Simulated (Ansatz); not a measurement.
# GaAs: the cost of one run

Computed with Ansatz 0.2.0 (DFT LDA, all-electron LAPW, scalar-relativistic unless said, unless a step's input says otherwise).

## 1. The system as given

The structure is cubic, space group F-43m (No. 216). The conventional cell has a = 5.654 Å, b = 5.654 Å, c = 5.654 Å, α = 90.00°, β = 90.00°, γ = 90.00°. Ga (site symmetry -43m) is surrounded by 4 As at 2.45 Å. As (site symmetry -43m) has 4 Ga at 2.45 Å as nearest neighbours.

As a file:

```cif
data_structure
_symmetry_space_group_name_H-M 'P 1'
_symmetry_Int_Tables_number 1
_cell_length_a 3.9978
_cell_length_b 3.9978
_cell_length_c 3.9978
_cell_angle_alpha 60.000
_cell_angle_beta 60.000
_cell_angle_gamma 60.000
_cell_volume 45.18
loop_
_atom_site_label
_atom_site_type_symbol
_atom_site_fract_x
_atom_site_fract_y
_atom_site_fract_z
_atom_site_occupancy
Ga1 Ga 0.00000 0.00000 0.00000 1
As1 As 0.75000 0.75000 0.75000 1
```

Cartesian axes are those of the input's lattice vectors. The structure goes back to a database entry.

## 2. Ansatz LAPW in place of Elk, fine mesh, LAPW

Input file input.yaml:

```yaml
crystal:
  lattice:
    - [0.0, 2.82685, 2.82685]
    - [2.82685, 0.0, 2.82685]
    - [2.82685, 2.82685, 0.0]
  atoms:
    - { symbol: Ga, position: [0.0, 0.0, 0.0] }
    - { symbol: As, position: [0.75, 0.75, 0.75] }
kpoints:
  mp_grid: { grid: [8, 8, 8] }
scf:
  occupations: { method: fixed }
hamiltonian:
  xc: lda
  pseudopotentials: { kind: all_electron, lapw: { basis_error: 0.001 } }
output:
  forces: true
  stress: true
  eigenvalues: true
  eigenstates:
    nscf_kmesh: { grid: [16, 16, 16] }
    de_dk: true
    e_range: [-9, 10.28013]
  optics:
    e_range: [0, 30]
    de: 0.2
    sigma: 0.15
    bands: { spectra_wanted_up_to: 30 }
    nscf_kmesh: { grid: [16, 16, 16] }
checkpoint:
  write: ck
  write_wavefunctions: false
```

The run is started by

```bash
$ ansatz run input.yaml --threads 1 --pin off --max-ram 3072MiB --backend cpu --events-out ev --progress --plain --runs-dir out
```

**Question.** How long does this run take on 1 thread of Arm Neoverse V1, shared host, and how much memory does it need?

About 3.1 min, with a peak of 0.51 GiB.
